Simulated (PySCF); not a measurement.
**A diatomic session: PI**

One job finds the state of PI, follows it along the bond with each method and fits the curves.

Program: PySCF 2.14.0. Level of theory: P x2c-SVPall, I x2c-SVPall, spin-free X2C with a Gaussian nucleus. These are calculated values, not measurements.

## Step 1: Input

The job is set up so:

```json
{"atoms": "P, I", "charge": "0", "basis": "P x2c-SVPall, I x2c-SVPall", "Hamiltonian": "spin-free X2C with a Gaussian nucleus", "basis functions": "54", "electrons treated": "68", "masses in u": "30.9738, 126.9045", "levels": "PBE0, PBE, r²SCAN, TPSSh, M06-2X, M06-L, HSE06, HF, MP2, SCS-MP2, CCSD, CCSD(T)", "grid": "80 radial by 434 angular points", "occupations": "held fixed by the projection of orbital angular momentum", "dissociation limit": "P + I, each in its ground configuration", "starting distance in angstrom": "2.375", "values of 2S to try": "0, 2, 4"}
```

Command:

```console
$ OMP_NUM_THREADS=1 python dia.py task.json out
```

The runs that follow: PBE0 along the bond; Other states along the same grid; PBE (GGA); r²SCAN (meta-GGA); TPSSh (hybrid meta-GGA); M06-2X (hybrid meta-GGA); M06-L (meta-GGA); HSE06 (range-separated hybrid); UHF (mean field); Correlated methods on the Hartree–Fock reference.

Before running it: what results should come out? Wanted: for each run, Re; ωe; De; μ.

The runs gave:

Lowest PBE0 solution found, without spin–orbit coupling: ³Σ⁻ (triplet), unpaired electrons π ↑↑. State 2 has its PBE0 minimum 0.32 eV higher, as a spin-mixed determinant (⟨S²⟩ = 1.01), so this is no gap between pure states. State 3 has its PBE0 minimum 1.32 eV higher. The other levels ran on the lowest alone.

```
      level  Re (Å)  ωe (cm⁻¹)  De (eV)  μ (D)
        UHF   2.435        355     0.89  -0.80
    UHF-MP2   2.424        354     1.79    n/a
UHF-SCS-MP2   2.435        348     1.72    n/a
   UHF-CCSD   2.439        344     1.69    n/a
UHF-CCSD(T)   2.441        342     1.79    n/a
        PBE   2.408        362     2.73   0.26
     r²SCAN   2.401        367     2.50   0.13
      M06-L   2.390        369     2.49   0.64
      TPSSh   2.403        364     2.52   0.10
       PBE0   2.391        374     2.48   0.03
      HSE06   2.396        371     2.49   0.02
     M06-2X   2.399        369     2.20  -0.41
```

De is counted to P + I in their ground configurations. A positive dipole means P(−)I(+).

Differences from CCSD(T) in the same basis:

```
      level  Re (mÅ)  ωe (%)
        UHF       -6    +3.8
    UHF-MP2      -17    +3.7
UHF-SCS-MP2       -6    +1.9
   UHF-CCSD       -3    +0.7
        PBE      -33    +6.0
     r²SCAN      -40    +7.5
      M06-L      -51    +8.1
      TPSSh      -38    +6.6
       PBE0      -50    +9.5
      HSE06      -45    +8.6
     M06-2X      -42    +8.1
```

What this shows: Judged by CCSD(T) in the same basis: best bond length UHF-CCSD (-3 mÅ), worst M06-L (-51 mÅ); best wavenumber UHF-CCSD (+0.7 %), worst PBE0 (+9.5 %). Hartree–Fock falls on the short and stiff side, its usual fault. CCSD(T) in a basis this small is itself some way from its limit, more so than the functionals. Among the levels with a De in the table, it runs from 0.89 eV (UHF) to 2.73 eV (PBE).

Correlated steps freeze 23 core orbitals. Spin–orbit coupling is left out, which matters for elements this heavy, above all for dissociation energies. With spin–orbit coupling the term label itself may not hold.
